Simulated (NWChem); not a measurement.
**C2H4BrCl (1-bromo-1-chloroethane): levels of theory compared**

We compute a comparison of 4 runs (HF/STO-3G, HF/3-21G, B3LYP/6-31G*) of C2H4BrCl (1-bromo-1-chloroethane). 

The results are computed with NWChem 7.3.0.

1 further run of the same task is left out (set aside as unsound or not needed).

### Step 1. The system as given

C2H4BrCl: 8 atoms, total charge 0, spin state singlet. SMILES: `CC(Cl)Br`. The shape is that of a PBE0-D4/def2-TZVP optimisation.

Bond lengths: C1–C2 1.503 Å, C2–Cl3 1.770 Å, C2–Br4 1.948 Å, C1–H5 1.090 Å, C1–H6 1.091 Å, C1–H7 1.092 Å, C2–H8 1.086 Å. Some angles: C1–C2–Cl3 111.2°, C1–C2–Br4 110.6°, Cl3–C2–Br4 110.6°, C1–C2–H8 112.9°, Cl3–C2–H8 106.6°, Br4–C2–H8 104.7°, C2–C1–H5 110.7°, C2–C1–H6 109.8°, C2–C1–H7 109.4°, H5–C1–H6 109.0°.

### Step 2. Energy and forces at HF/STO-3G (run 1)

Contents of mymol.nw:

```
start mymol
title "C2H4BrCl gradient"
memory total 2200 mb
charge 0
geometry units angstroms noautosym nocenter noautoz
 C     0.165300    0.812500    0.022800
 C    -0.091600   -0.665200    0.116100
 Cl    1.308100   -1.595600   -0.439400
 Br   -1.682700   -1.150500   -0.897800
 H     0.352400    1.105700   -1.010200
 H    -0.699500    1.363100    0.396600
 H     1.039500    1.067300    0.626000
 H    -0.299600   -0.994300    1.130100
end
basis spherical bse
 C library STO-3G
 Cl library STO-3G
 Br library STO-3G
 H library STO-3G
end
scf
 thresh 1e-08
 maxiter 80
end
task scf gradient
```

The run is started by

```bash
$ nwchem mymol.nw > mymol.out
```

What it wrote:

```text
[...]
  functions       =    41
[...]
  wavefunction    = RHF
[...]
         Total SCF energy =  -3076.386538251465
      One-electron energy =  -4929.773395315005
      Two-electron energy =   1535.031884504160
 Nuclear repulsion energy =    318.354972559381
        Time for solution =      4.8s
[...]
                         RHF ENERGY GRADIENTS
    atom               coordinates                        gradient
                 x          y          z           x          y          z
   1 C       0.312372   1.535402   0.043086   -0.009231  -0.032170  -0.002830
   2 C      -0.173099  -1.257046   0.219397    0.047330   0.020848   0.005630
   3 Cl      2.471951  -3.015247  -0.830346   -0.029223   0.016601   0.009058
   4 Br     -3.179842  -2.174130  -1.696596   -0.006487  -0.002776  -0.004037
   5 H       0.665939   2.089470  -1.909001    0.000538   0.000426  -0.003860
   6 H      -1.321863   2.575885   0.749465   -0.003894   0.001571   0.001201
   7 H       1.964370   2.016905   1.182968    0.004097  -0.001253   0.002899
   8 H      -0.566162  -1.878955   2.135579   -0.003130  -0.003246  -0.008061
[...]
```

It took 7.2 s on 1 thread of Intel Xeon Platinum 8259CL at 2.50GHz (Skylake/Cascade Lake), shared host; peak memory 0.099 GiB.

### Step 3. Energy and forces at HF/3-21G (run 2)

Contents of run.py:

```python
from ase import Atoms
from ase.calculators.nwchem import NWChem

system = Atoms('CCClBrHHHH', positions=[
    [0.165300, 0.812500, 0.022800],
    [-0.091600, -0.665200, 0.116100],
    [1.308100, -1.595600, -0.439400],
    [-1.682700, -1.150500, -0.897800],
    [0.352400, 1.105700, -1.010200],
    [-0.699500, 1.363100, 0.396600],
    [1.039500, 1.067300, 0.626000],
    [-0.299600, -0.994300, 1.130100],
])

calc = NWChem(
    label='c2h4brcl',
    theory='scf',
    memory='2200 mb',
    basis='3-21G',
    basispar='spherical bse',
    scf={'nopen': '0', 'rhf': None, 'thresh': '1e-08', 'maxiter': '80'},
)
system.calc = calc

forces = system.get_forces()
print("Total energy (eV):", round(system.get_potential_energy(), 6))
print("forces (eV/A):")
for s, f in zip(system.symbols, forces):
    print(f"{s:2s} {f[0]:10.5f} {f[1]:10.5f} {f[2]:10.5f}")
print("dipole (e A):", system.get_dipole_moment().round(4))
```

The run is started by

```bash
$ export ASE_NWCHEM_COMMAND="nwchem PREFIX.nwi > PREFIX.nwo"
$ python run.py
```

What it wrote:

```text
Total energy (eV): -84218.428197
forces (eV/A):
C     0.20980    0.66211    0.07693
C    -1.46399    0.54451    1.43457
Cl    1.77468   -1.07246   -0.64010
Br   -0.68335   -0.18471   -0.43560
H    -0.06068   -0.08557    0.31115
H     0.28154   -0.13894   -0.11472
H    -0.26272   -0.01548   -0.18512
H     0.20476    0.29053   -0.44711
dipole (e A): [-0.0637  0.3962  0.3179]
```

The calculator wrote c2h4brcl.nwi:

```
title "c2h4brcl"

permanent_dir c2h4brcl

scratch_dir c2h4brcl

start c2h4brcl

geometry units angstrom nocenter noautosym noautoz
  C  1.6530000000000000e-01 8.1250000000000000e-01 2.2800000000000001e-02
  C  -9.1600000000000001e-02 -6.6520000000000001e-01 1.1609999999999999e-01
  Cl 1.3081000000000000e+00 -1.5955999999999999e+00 -4.3940000000000001e-01
  Br -1.6827000000000001e+00 -1.1505000000000001e+00 -8.9780000000000004e-01
  H  3.5239999999999999e-01 1.1056999999999999e+00 -1.0102000000000000e+00
  H  -6.9950000000000001e-01 1.3631000000000000e+00 3.9660000000000001e-01
  H  1.0395000000000001e+00 1.0672999999999999e+00 6.2600000000000000e-01
  H  -2.9959999999999998e-01 -9.9429999999999996e-01 1.1301000000000001e+00
end

memory 2200 mb

basis spherical bse noprint
   * library 3-21G
end

scf
  nopen 0
  rhf
  thresh 1e-08
  maxiter 80
end

task scf gradient
```

c2h4brcl.nwo, shortened:

```text
[...]
      One-electron energy =  -4941.579561178464
[... 1 line left out ...]
 Nuclear repulsion energy =    318.354972559380
[... 52 lines left out ...]
                       ROHF Final Molecular Orbital Analysis
[... 218 lines left out ...]
     1   1 0 0     -0.120312      0.000000    -67.693386
[...]
  wavefunction    =   RHF
                         RHF ENERGY GRADIENTS
    atom               coordinates                        gradient
                 x          y          z           x          y          z
   1 C       0.312372   1.535402   0.043086   -0.004080  -0.012876  -0.001496
   2 C      -0.173099  -1.257046   0.219397    0.028470  -0.010589  -0.027898
   3 Cl      2.471951  -3.015247  -0.830346   -0.034512   0.020856   0.012448
[... 4 lines of this table left out ...]
   8 H      -0.566162  -1.878955   2.135579   -0.003982  -0.005650   0.008695
[...]
```

It took 8.4 s on 1 thread of Intel Xeon Platinum 8259CL at 2.50GHz (Skylake/Cascade Lake), shared host; peak memory 0.099 GiB.

Run 3 isn't shown in full; the table further down has it.

### Step 4. Energy and gradient at B3LYP/6-31G(d) (Cartesian functions) (run 4)

Contents of m1.nw:

```
start m1
title "C2H4BrCl"
memory 2200 mb
charge 0
geometry units angstrom noautosym nocenter noautoz
C        0.165300       0.812500       0.022800
C       -0.091600      -0.665200       0.116100
Cl       1.308100      -1.595600      -0.439400
Br      -1.682700      -1.150500      -0.897800
H        0.352400       1.105700      -1.010200
H       -0.699500       1.363100       0.396600
H        1.039500       1.067300       0.626000
H       -0.299600      -0.994300       1.130100
end
basis
C library 6-31G*
Cl library 6-31G*
Br library 6-31G*
H library 6-31G*
end
dft
xc b3lyp
grid fine
convergence energy 1e-08
iterations 100
mulliken
noprint "final vectors analysis"
end
task dft gradient
```

The run is started by

```bash
$ nwchem m1.nw > m1.out
```

What it wrote:

```text
[...]
          Wavefunction type:  closed shell.
          No. of atoms     :     8
          No. of electrons :    68
[...]
          Charge           :     0
          Spin multiplicity:     1
[...]
          AO basis - number of functions:    92
[...]
              XC Information
              --------------
                         B3LYP Method XC Potential
                     Hartree-Fock (Exact) Exchange  0.200
                        Slater Exchange Functional  0.800 local
                    Becke 1988 Exchange Functional  0.720 non-local
              Lee-Yang-Parr Correlation Functional  0.810
                  VWN I RPA Correlation Functional  0.190 local
[...]
 d= 0,ls=0.0,diis     1  -3112.6005689264 -3.43D+03  1.60D-02  2.07D+00     4.5
[...]
 d= 0,ls=0.0,diis     8  -3112.7008084878 -4.89D-09  3.68D-06  1.01D-07    26.3
         Total DFT energy =    -3112.700808487806
      One electron energy =    -4956.211184750936
           Coulomb energy =     1657.060514453346
    Exchange-Corr. energy =     -131.905110749597
 Nuclear repulsion energy =      318.354972559381
[...]
      Total Density - Mulliken Population Analysis
     ---------------------------------------------
    Atom       Charge   Shell Charges
 -----------   ------   -------------------------------------------------------
    1 C    6     6.44   1.99  0.68  2.14  0.63  0.97  0.03
    2 C    6     6.27   1.99  0.70  1.96  0.67  0.90  0.04
    3 Cl  17    17.01   2.00  1.99  5.97  1.47  3.60  0.53  1.47 -0.02
    4 Br  35    35.06   2.00  1.99  6.00  1.93  5.99  1.63  3.79  0.36  1.29  7.02  2.95  0.13
    5 H    1     0.81   0.52  0.29
    6 H    1     0.82   0.52  0.30
    7 H    1     0.82   0.52  0.30
    8 H    1     0.77   0.53  0.24
[...]
  wavefunction    = closed shell
                         DFT ENERGY GRADIENTS
    atom               coordinates                        gradient
                 x          y          z           x          y          z
   1 C       0.312372   1.535402   0.043086   -0.000670  -0.005438  -0.000320
   2 C      -0.173099  -1.257046   0.219397    0.001789  -0.000631  -0.007606
   3 Cl      2.471951  -3.015247  -0.830346   -0.011818   0.007346   0.003585
   4 Br     -3.179842  -2.174130  -1.696596    0.011291   0.002960   0.006135
   5 H       0.665939   2.089470  -1.909001   -0.000428  -0.001152   0.001712
   6 H      -1.321863   2.575885   0.749465    0.001181  -0.001518  -0.000737
   7 H       1.964370   2.016905   1.182968   -0.001557  -0.001141  -0.001153
   8 H      -0.566162  -1.878955   2.135579    0.000212  -0.000426  -0.001616
[...]
```

Run time: 41 s. Hardware: 1 thread of Intel Xeon Platinum 8259CL at 2.50GHz (Skylake/Cascade Lake), shared host; peak memory 0.13 GiB.

### Step 5. The series

```csv
run,level,iteration cap,module,energy (Eh),dipole moment (D),HOMO energy (eV),LUMO energy (eV),wall time
1,HF/STO-3G,80,scf,-3076.386538,2.32,-8.88,8.25,7.2 s
2,HF/3-21G,80,scf,-3094.970176,2.46,-10.98,3.72,8.4 s
3,B3LYP/6-31G* (spherical functions),100,dft,-3112.687483,2.14,-7.81,-0.72,56 s
4,B3LYP/6-31G* (Cartesian functions),100,dft,-3112.700808,2.14,–,–,41 s
```

### Step 6. What came out

| quantity | value |
| --- | --- |
| run 4: total energy | -3112.70081 Eh |
| run 4: dipole moment | 2.14 D |
| run 4: largest force on an atom | 0.739 eV/Å |

The dipole moment (its size) runs from 2.14 D (B3LYP/6-31G*) to 2.46 D (HF/3-21G). The two ends differ in method and basis. Over runs 1, 2, 3 the HOMO–LUMO gap runs from 7.09 eV (B3LYP/6-31G*) to 17.13 eV (HF/STO-3G). In run 1 the basis is minimal, so the values are rough. All runs together took 1.9 min, the longest 56 s.
